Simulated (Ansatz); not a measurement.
# ZnSi3N: the cost of one run

Program: Ansatz 0.2.0. Level of theory: DFT PBE, scalar-relativistic, plane waves, PAW. These are calculated values, not measurements.

**1. Starting point**

It takes space group Pm-3m (No. 221, cubic). The conventional cell has a = 4.075 Å, b = 4.075 Å, c = 4.075 Å, α = 90.00°, β = 90.00°, γ = 90.00°. Around Zn (site symmetry m-3m) lie 12 Si at 2.88 Å. Si (site symmetry 4/mmm) is surrounded by 2 N at 2.04 Å and 4 Zn at 2.88 Å and 8 Si at 2.88 Å. Around N (site symmetry m-3m) lie 6 Si at 2.04 Å.

Structure file:

```cif
data_structure
_symmetry_space_group_name_H-M 'Pm-3m'
_symmetry_Int_Tables_number 221
_cell_length_a 4.0753
_cell_length_b 4.0753
_cell_length_c 4.0753
_cell_angle_alpha 90.000
_cell_angle_beta 90.000
_cell_angle_gamma 90.000
_cell_volume 67.68
loop_
_atom_site_label
_atom_site_type_symbol
_atom_site_symmetry_multiplicity
_atom_site_Wyckoff_symbol
_atom_site_fract_x
_atom_site_fract_y
_atom_site_fract_z
_atom_site_occupancy
Zn1 Zn 1 a 0.00000 0.00000 0.00000 1
Si1 Si 3 c 0.00000 0.50000 0.50000 1
N1 N 1 b 0.50000 0.50000 0.50000 1
```

Recipe of the guess: species swapped into a database cell of Mn3PdN (Pm-3m, No. 221), with Si on the Mn sites and Zn on the Pd sites. Lengths come from tabulated atomic sizes and are only a guess.

**2. The guess as it stands, on a coarse mesh**

input.yaml reads:

```yaml
crystal:
  lattice:
    - [4.07531725, 0.0, 0.0]
    - [0.0, 4.07531725, 0.0]
    - [0.0, 0.0, 4.07531725]
  atoms:
    - { symbol: Zn, position: [0.0, 0.0, 0.0] }
    - { symbol: Si, position: [0.0, 0.5, 0.5] }
    - { symbol: Si, position: [0.5, 0.5, 0.0] }
    - { symbol: Si, position: [0.5, 0.0, 0.5] }
    - { symbol: "N", position: [0.5, 0.5, 0.5] }
basis:
  ecutwfc: 420
kpoints:
  mp_grid: { grid: [4, 4, 4] }
hamiltonian:
  xc: pbe
scf:
  occupations: { method: gaussian, width: 0.1 }
  lower_state_search: "off"
output:
  forces: true
  stress: true
  eigenvalues: true
```

Command:

```sh
> ansatz run input.yaml --threads 1 --pin off --max-ram 2560MiB --backend cpu --events-out ev --progress --plain --runs-dir out
```

Q: Estimate wall time and peak memory on 1 thread of Intel Xeon at 2.70GHz, shared host.

About 2.3 s, with a peak of 0.33 GiB.
